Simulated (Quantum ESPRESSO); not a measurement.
TiPd under changes of volume

One of the cells (16.079 Å³/atom); the others are scaled copies at fixed shape and fractional positions:

```
CELL_PARAMETERS angstrom
3.18000 0.00000 0.00000
0.00000 3.18000 0.00000
0.00000 0.00000 3.18000
ATOMIC_POSITIONS crystal
Pd 0.00000 0.00000 0.00000
Ti 0.50000 0.50000 0.50000
```

- Program: Quantum ESPRESSO 7.5
- Functional: r2SCAN
- Potentials or basis: SG15 PBE 1.2
- Cutoff: 952 eV
- Density cutoff: 3810 eV
- k mesh: 6 × 6 × 6
- Occupations: fermi-dirac, width 0.05 eV
- Spin: no spin polarisation

| volume (Å³/atom) | energy over the lowest point (meV/atom) | pressure (GPa) |
| --- | --- | --- |
| 15.114 | 7.52 | 5.8 |
| 15.436 | 0.03 | 1.9 |
| 15.757 | 0.00 | -1.6 |
| 16.079 | 6.64 | -4.8 |
| 16.400 | 19.22 | -7.5 |
| 16.722 | ? | ? |
| 17.043 | 59.67 | -12.2 |

Task: What does the run at 16.722 Å³/atom give?

Result: Energy over the lowest point 37.09 meV/atom; pressure -10.0 GPa.

Worked out: A Birch-Murnaghan fit of order 3 (a polynomial in V^(-2/3)) to the other rows has its minimum at 15.60 Å³/atom with B0 = V·E''(V) = 170 GPa and B' = 4.6. It gives 37.11 meV/atom at 16.722 Å³/atom, against the run's 37.09, and -dE/dV = -10.1 GPa, against -10.0.

Energies are extrapolated to zero smearing.

Caveats: the potentials were made for another functional, which shifts forces and pressure.
